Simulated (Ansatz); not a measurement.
# AlH5Se, SMILES [AlH3-][SeH2+]: an active-space calculation

Computed with the Python package of Ansatz (0.2.0).

Run as a notebook:

```python
import ansatz as az

geometry_ang = [
    ("Al", (-0.4861, -0.5687, -0.4375)),
    ("Se", (1.0019, 0.1753, 1.254)),
    ("H", (-0.482, -2.1074, -0.6378)),
    ("H", (-1.9443, -0.1013, -0.0296)),
    ("H", (-0.1564, 0.179, -1.8472)),
    ("H", (1.8881, 0.8736, 0.1955)),
    ("H", (0.24, 1.4816, 1.4569)),
]
molecule = az.Crystal.molecule()
for symbol, xyz in geometry_ang:
    molecule = molecule.atom(symbol, xyz)
```

```python
setup = molecule.calculation().basis(gaussian="def2-SVP").correlation(active_electrons=2, active_orbitals=2)
for method in [None]:
    report = (setup if method is None else setup.correlation(method)).run(threads=1).report
    space = report["configurations"]
    state = space["states"][0]
    print(method or "casscf", f"total {report['free_energy_ev'] / 27.211386246:.6f} Ha, active-space state {state['energy']['hartree']:.6f} Ha, mean field {report['reference_energy_ev'] / 27.211386246:.6f} Ha")
    print("  determinants", state["n_determinants"], " natural occupations", [round(n, 3) for n in space["natural_occupations"]])
print("effectively unpaired electrons, sum of min(n, 2 - n):", round(sum(min(n, 2 - n) for n in space["natural_occupations"]), 3))
```

    casscf total -2644.258517 Ha, active-space state -2644.258517 Ha, mean field -2644.239884 Ha
      determinants 4  natural occupations [1.964, 0.036]
    effectively unpaired electrons, sum of min(n, 2 - n): 0.072

Reading the output:
- Total energies depend on the basis set; only differences at equal settings carry meaning.
- The geometry is a force-field or estimated start, not a minimum of this method, and the basis set is short of its limit. The active space starts as a window about the frontier orbitals and is then optimised, not chosen by chemistry.
- Hardware and time: 5.1 s on 1 thread of Arm Neoverse V1, with other jobs on the host, peak memory 0.2 GiB.
